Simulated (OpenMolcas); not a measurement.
**One shape, several levels: InHOF2 (SMILES [OH][In]([F])[F])**

Aim: a comparison of 6 runs (HF/STO-3G, HF/def2-SVP, PBE0/3-21G, PBE0/def2-SVP, PBE/def2-SVPD, PBE0/def2-SVPD) of InHOF2. 

The calculation is run with OpenMolcas 26.06.

6 further runs of the same task are left out: 3 that didn't finish, 3 set aside as unsound or not needed.

### 1 Starting point

InHOF2: 5 atoms, total charge 0, spin state singlet. As SMILES, `[OH][In]([F])[F]`. The shape comes from GFN2-xTB, which is rough for such elements, and wasn't checked as a minimum.

Bond lengths: O1–In2 1.930 Å, In2–F3 1.950 Å, In2–F4 1.960 Å, O1–H5 0.961 Å. Angles: O1–In2–F3 127.2°, O1–In2–F4 112.2°, F3–In2–F4 120.6°, In2–O1–H5 107.9°.

### 2 Energy and forces at HF/STO-3G (run 1)

Contents of test.inp:

```
&GATEWAY
 BasLib=$CurrDir
 Coord
 5
 bohr
 O     -0.08146609     2.83515610     0.07581581
 In     0.48197465    -0.76001005     0.31815429
 F      3.13747449    -2.47588137     2.21143310
 F     -2.00131445    -2.70015407    -1.62811244
 H     -1.53666859     3.10087050    -0.97729076
 Basis=STO-3G
 Group=NoSym

&SEWARD

&SCF
 Thresholds=1e-10 1e-07 1e-07 1e-05
 PrOrbitals=0

&ALASKA
```

The basis set STO-3G is read from a file made from the Basis Set Exchange's data (not shown).

Started as:

```console
$ export MOLCAS_MEM=1860
$ pymolcas test.inp > test.log
```

Log:

```text
--- Start Module: gateway ---
[...]
--- Stop Module: gateway /rc=_RC_ALL_IS_WELL_ ---
[...]
      Basis functions           43
[...]
--- Start Module: scf ---
[...]
       Convergence after  14 Iterations
[...]
::    Total SCF energy                              -5953.3783871938
[...]
      Total spin, S                                     0.0000000000
[...]
      Total electronic charge=   76.000000
      Total            charge=   -0.000000
[...]
      Dipole Moment (debye):
      Origin of the operator (angstrom)=    0.2308   -0.4273    0.1491
                   X= -3.2922E-01               Y=  1.7656E-01               Z= -2.2636E-01           Total=  4.3680E-01
      Quadrupole Moment (debye*angstrom):
[...]
--- Stop Module: scf /rc=_RC_ALL_IS_WELL_ ---
--- Start Module: alaska ---
[...]
 *              Molecular gradients               *
 **************************************************
  Irreducible representation: a
 ------------------------------------------------------------------------------------------
                              X                       Y                       Z
 ------------------------------------------------------------------------------------------
  O1               -3.19685689399434E-02    1.98867991155680E-02   -2.25914740138461E-02
  IN2               5.18032438410732E-03    1.77831428553996E-02    4.74124494349537E-03
  F3                2.38380230264816E-02   -1.66332071803943E-02    1.69619117292541E-02
  F4               -2.39422855024394E-02   -1.58266885275324E-02   -1.86409336324580E-02
  H5                2.68925070317065E-02   -5.21004626300692E-03    1.95292509735214E-02
 ------------------------------------------------------------------------------------------
--- Stop Module: alaska /rc=_RC_ALL_IS_WELL_ ---
[...]
```

It took 5.1 s on 1 thread of Intel Xeon Platinum 8259CL at 2.50GHz (Skylake/Cascade Lake), shared host; peak memory 0.38 GiB.

### 3 Energy and forces at HF/def2-SVP (core potential) (run 2)

Contents of geom.xyz:

```xyz
5

O     -0.043110     1.500300     0.040120
In     0.255050    -0.402180     0.168360
F      1.660280    -1.310180     1.170240
F     -1.059050    -1.428860    -0.861560
H     -0.813170     1.640910    -0.517160
```

Contents of test.inp:

```
&GATEWAY
 BasLib=$CurrDir
 Coord=geom.xyz
 Basis=def2-SVP
 Group=NoSym

&SEWARD

&SCF
 Thresholds=1e-10 1e-07 1e-07 1e-05
 PrOrbitals=0

&ALASKA
```

The basis set def2-SVP is read from a file made from the Basis Set Exchange's data (not shown).

Started as:

```console
$ export MOLCAS_MEM=1860
$ pymolcas test.inp > test.log
```

Log:

```text
--- Start Module: gateway ---
[...]
--- Stop Module: gateway /rc=_RC_ALL_IS_WELL_ ---
[...]
      Basis functions           73
[...]
--- Start Module: scf ---
[...]
       Convergence after  14 Iterations
[...]
::    Total SCF energy                               -463.3526897688
[...]
      Total spin, S                                     0.0000000000
[...]
      Total electronic charge=   48.000000
      Total            charge=   -0.000000
[...]
      Dipole Moment (debye):
      Origin of the operator (angstrom)=    0.2308   -0.4273    0.1491
                   X= -7.2656E-01               Y=  1.3116E+00               Z= -4.6029E-01           Total=  1.5685E+00
      Quadrupole Moment (debye*angstrom):
[...]
--- Stop Module: scf /rc=_RC_ALL_IS_WELL_ ---
[...]
--- Start Module: alaska ---
[...]
 *              Molecular gradients               *
 **************************************************
  Irreducible representation: a
 ------------------------------------------------------------------------------------------
                              X                       Y                       Z
 ------------------------------------------------------------------------------------------
  O1                1.67117049022811E-02   -1.19001587860232E-02    1.15783566365883E-02
  IN2              -6.25479526470296E-03    2.73505801490916E-02   -3.24042227172305E-03
  F3                1.11562623085657E-02   -6.09525134307987E-03    8.01928214561087E-03
  F4               -9.24483274477872E-03   -3.69791608498815E-03   -7.09478097722815E-03
  H5               -1.23683392014300E-02   -5.65725393499528E-03   -9.26243553326778E-03
 ------------------------------------------------------------------------------------------
--- Stop Module: alaska /rc=_RC_ALL_IS_WELL_ ---
[...]
```

It took 9.6 s on 1 thread of Intel Xeon Platinum 8259CL at 2.50GHz (Skylake/Cascade Lake), shared host; peak memory 0.42 GiB.

Run 3 isn't shown in full; the table further down has it.

### 4 Energy and forces at PBE0/def2-SVP (core potential) (run 4)

Contents of struct.xyz:

```xyz
5

O     -0.043110     1.500300     0.040120
In     0.255050    -0.402180     0.168360
F      1.660280    -1.310180     1.170240
F     -1.059050    -1.428860    -0.861560
H     -0.813170     1.640910    -0.517160
```

Contents of mol.input:

```
&gateway
 baslib=$CurrDir
 coord=struct.xyz
 basis=def2-SVP
 group=NoSym

&seward
 gridinput
 Grid=UltraFine
 End of Grid

&scf
 ksdft=PBE0
 thresholds=1e-10 1e-07 1e-07 1e-05
 prorbitals=1 1

&alaska
```

The basis set def2-SVP is read from a file made from the Basis Set Exchange's data (not shown).

Started as:

```console
$ export MOLCAS_MEM=1860
$ pymolcas mol.input > mol.log
```

Log:

```text
--- Start Module: gateway ---
[...]
--- Stop Module: gateway /rc=_RC_ALL_IS_WELL_ ---
[...]
      Basis functions           73
[...]
--- Start Module: scf ---
[...]
       Convergence after  18 Iterations
[...]
::    Total KS-DFT energy                            -465.1992860105
[...]
      Total spin, S                                     0.0000000000
[...]
      Total electronic charge=   48.000000
      Total            charge=   -0.000000
[...]
      Dipole Moment (debye):
      Origin of the operator (angstrom)=    0.2308   -0.4273    0.1491
                   X= -7.3059E-01               Y=  1.3919E+00               Z= -4.6115E-01           Total=  1.6382E+00
      Quadrupole Moment (debye*angstrom):
[...]
--- Stop Module: scf /rc=_RC_ALL_IS_WELL_ ---
[...]
--- Start Module: alaska ---
[...]
 *              Molecular gradients               *
 **************************************************
  Irreducible representation: a
 ------------------------------------------------------------------------------------------
                              X                       Y                       Z
 ------------------------------------------------------------------------------------------
  O1               -1.51394837462648E-03   -1.90968413386585E-02   -2.10270467095608E-03
  IN2              -5.13655968178628E-03    2.47061291757689E-02   -2.58954928826172E-03
  F3                5.32627894188309E-03   -2.67014453754655E-03    3.85432082517845E-03
  F4               -3.24438282696526E-03    5.40739479532704E-04   -2.40753554833262E-03
  H5                4.56861194152047E-03   -3.47988277914557E-03    3.24546868244946E-03
 ------------------------------------------------------------------------------------------
--- Stop Module: alaska /rc=_RC_ALL_IS_WELL_ ---
[...]
```

Wall time 28 s (1 thread of Intel Xeon Platinum 8259CL at 2.50GHz (Skylake/Cascade Lake), shared host); peak memory 0.42 GiB.

Run 5 isn't shown in full; the table further down has it.

### 5 Energy and forces at PBE0/def2-SVPD (core potential) (run 6)

Contents of coord.xyz:

```xyz
5

O     -0.043110     1.500300     0.040120
In     0.255050    -0.402180     0.168360
F      1.660280    -1.310180     1.170240
F     -1.059050    -1.428860    -0.861560
H     -0.813170     1.640910    -0.517160
```

Contents of calc.input:

```
>>> EXPORT MOLCAS_PRINT=2

&GATEWAY
  BasLib = $CurrDir
  Coord = coord.xyz
  Basis = def2-SVPD
  Group = NoSym

&SEWARD
  GridInput
  Grid=UltraFine
  End of Grid

&SCF
  KSDFT = PBE0
  Thresholds = 1e-10 1e-07 1e-07 1e-05
  PrOrbitals = 1 2

&ALASKA
```

The basis set def2-SVPD is read from a file made from the Basis Set Exchange's data (not shown).

Started as:

```console
$ export MOLCAS_MEM=1860
$ pymolcas calc.input > calc.log
```

Log:

```text
--- Start Module: gateway ---
[...]
--- Stop Module: gateway /rc=_RC_ALL_IS_WELL_ ---
[...]
      Basis functions          109
[...]
--- Start Module: scf ---
[...]
       Convergence after  17 Iterations
[...]
::    Total KS-DFT energy                            -465.2379792708
[...]
      Total spin, S                                     0.0000000000
[...]
      Total electronic charge=   48.000000
      Total            charge=   -0.000000
[...]
      Dipole Moment (debye):
      Origin of the operator (angstrom)=    0.2308   -0.4273    0.1491
                   X= -6.2257E-01               Y=  1.4423E+00               Z= -3.7945E-01           Total=  1.6161E+00
      Quadrupole Moment (debye*angstrom):
[...]
--- Stop Module: scf /rc=_RC_ALL_IS_WELL_ ---
[...]
--- Start Module: alaska ---
[...]
 *              Molecular gradients               *
 **************************************************
  Irreducible representation: a
 ------------------------------------------------------------------------------------------
                              X                       Y                       Z
 ------------------------------------------------------------------------------------------
  O1                4.77770909664166E-04   -2.01871941909513E-02   -6.99023090795059E-04
  IN2              -6.27295346886592E-03    2.21409749568489E-02   -3.55150351670974E-03
  F3                2.45317909980969E-03   -6.61644349222890E-04    1.81161187670220E-03
  F4               -5.13895065576975E-05    3.26304035529468E-03    1.04301460476464E-04
  H5                3.39339296600460E-03   -4.55517677197648E-03    2.33461327029127E-03
 ------------------------------------------------------------------------------------------
--- Stop Module: alaska /rc=_RC_ALL_IS_WELL_ ---
[...]
```

Run time: 56 s. Hardware: 1 thread of Intel Xeon Platinum 8259CL at 2.50GHz (Skylake/Cascade Lake), shared host; peak memory 0.64 GiB.

### 6 Overview of the runs

```
run                            level  integration grid   energy (Eh)  dipole moment (D)  HOMO energy (eV)  LUMO energy (eV)  wall time
  1                        HF/STO-3G                 –  -5953.378387               0.44             -8.12              6.57      5.1 s
  2     HF/def2-SVP (core potential)                 –   -463.352690               1.57            -13.99              0.63      9.6 s
  3                       PBE0/3-21G         UltraFine  -5990.638482               1.53             -8.35             -2.03       14 s
  4   PBE0/def2-SVP (core potential)         UltraFine   -465.199286               1.64             -9.42             -2.74       28 s
  5   PBE/def2-SVPD (core potential)         UltraFine   -465.251073               1.65             -8.17             -4.07       64 s
  6  PBE0/def2-SVPD (core potential)         UltraFine   -465.237979               1.62             -9.87             -3.13       56 s
```

### 7 Summary of results

| quantity | value |
| --- | --- |
| run 6: total energy | -465.23798 Eh |
| run 6: dipole moment | 1.62 D |
| run 6: HOMO energy | -9.87 eV |
| run 6: LUMO energy | -3.13 eV |
| run 6: HOMO–LUMO gap | 6.74 eV |
| run 6: largest force on an atom | 1.197 eV/Å |

What this shows: The dipole moment (its size) runs from 0.44 D (HF/STO-3G) to 1.65 D (PBE/def2-SVPD). The two ends differ in method and basis and core potential. The HOMO–LUMO gap runs from 4.10 eV (PBE/def2-SVPD) to 14.69 eV (HF/STO-3G). Totals of different functionals can't be ranked against each other. Some runs of one species differ in core potentials or relativity; totals across that change don't compare. In run 1 the basis is minimal, so the values are rough. In runs 1, 3 relativity is left out where basis or elements ask for it. All runs together took 2.9 min, the longest 64 s.
